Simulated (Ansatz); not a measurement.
Working through a rigid scan of one bond length of CH₅AlClN, SMILES [CH3][Al]([NH2])[Cl]

Computed with Ansatz 0.2.0 through its Python package.

Notebook, run cell by cell (the value of a cell's last expression is shown):

```python
import warnings

import ansatz as az
from ase import Atoms
import numpy as np

BASIS = 'def2-SVP'
XC = 'HF'
```

```python
warnings.simplefilter('ignore', az.DeckWarning)
```

```python
atoms = Atoms(['C', 'Al', 'N', 'Cl', 'H', 'H', 'H', 'H', 'H'], positions=[
    (-0.2065, 1.3644, -0.5903),
    (-0.2672, -0.539, -0.1817),
    (0.4139, -1.1542, 1.467),
    (-1.0124, -1.9678, -1.6427),
    (0.3418, 1.5777, -1.5395),
    (0.1961, 1.9839, 0.242),
    (-1.2694, 1.7589, -0.7585),
    (0.4277, -2.1814, 1.4573),
    (1.4645, -0.8887, 1.5293),
])
mol = az.Crystal.molecule_from_ase(atoms)
```

```python
symbols = [site.symbol for site in mol.cartesian_sites]
start = np.array([site.position_ang for site in mol.cartesian_sites])
axis = (start[6] - start[0]) / np.linalg.norm(start[6] - start[0])
moving = [6]
lengths, energies = [1.009, 1.054, 1.1, 1.146, 1.192, 1.238, 1.284, 1.352], []
for length in lengths:
    xyz = start.copy()
    xyz[moving] += (length - np.linalg.norm(start[6] - start[0])) * axis
    point = az.Crystal.molecule()
    for symbol, place in zip(symbols, xyz):
        point = point.atom(symbol, place.tolist())
    job = point.calculation().basis(gaussian=BASIS).functional(XC)
    data = job.run().report
    energies.append(data['free_energy_ev'])
    print(f'r = {length:6.3f} A  E = {energies[-1]:.5f} eV  <S^2> = {abs(data["mean_field"]["state"]["spin_squared"]):.3f}')
```

    r =  1.009 A  E = -21672.62655 eV  <S^2> = 0.000
    r =  1.054 A  E = -21672.75187 eV  <S^2> = 0.000
    r =  1.100 A  E = -21672.78657 eV  <S^2> = 0.000
    r =  1.146 A  E = -21672.74829 eV  <S^2> = 0.000
    r =  1.192 A  E = -21672.65409 eV  <S^2> = 0.000
    r =  1.238 A  E = -21672.51745 eV  <S^2> = 0.000
    r =  1.284 A  E = -21672.34899 eV  <S^2> = 0.000
    r =  1.352 A  E = -21672.05895 eV  <S^2> = 0.000

```python
# quartic fit about the minimum
fit = np.polynomial.Polynomial.fit(lengths, np.array(energies) - min(energies), 4).convert()
roots = [r.real for r in fit.deriv().roots() if abs(r.imag) < 1e-9 and fit.deriv(2)(r.real) > 0]
r_e = min(roots, key=lambda r: abs(r - lengths[int(np.argmin(energies))]))
print(f'minimum of the fit at {r_e:.4f} A, force constant {fit.deriv(2)(r_e):.2f} eV/A^2')
```

    minimum of the fit at 1.0971 A, force constant 35.14 eV/A^2

What to keep in mind:
- Total energies depend on the basis set; only differences at equal settings carry meaning.
- The rest of the molecule is held rigid at a force-field or estimated start geometry, and the basis set is modest; single-reference methods fail as a bond breaks.
- Hartree-Fock leaves correlation out, so bond, atomisation and ionisation energies come out well too low.
- The orbitals are restricted, so S² is zero by construction.
- Wall time of the script: 6.1 s on 1 thread of Arm Neoverse V2, on a shared host, peak memory 0.21 GiB.
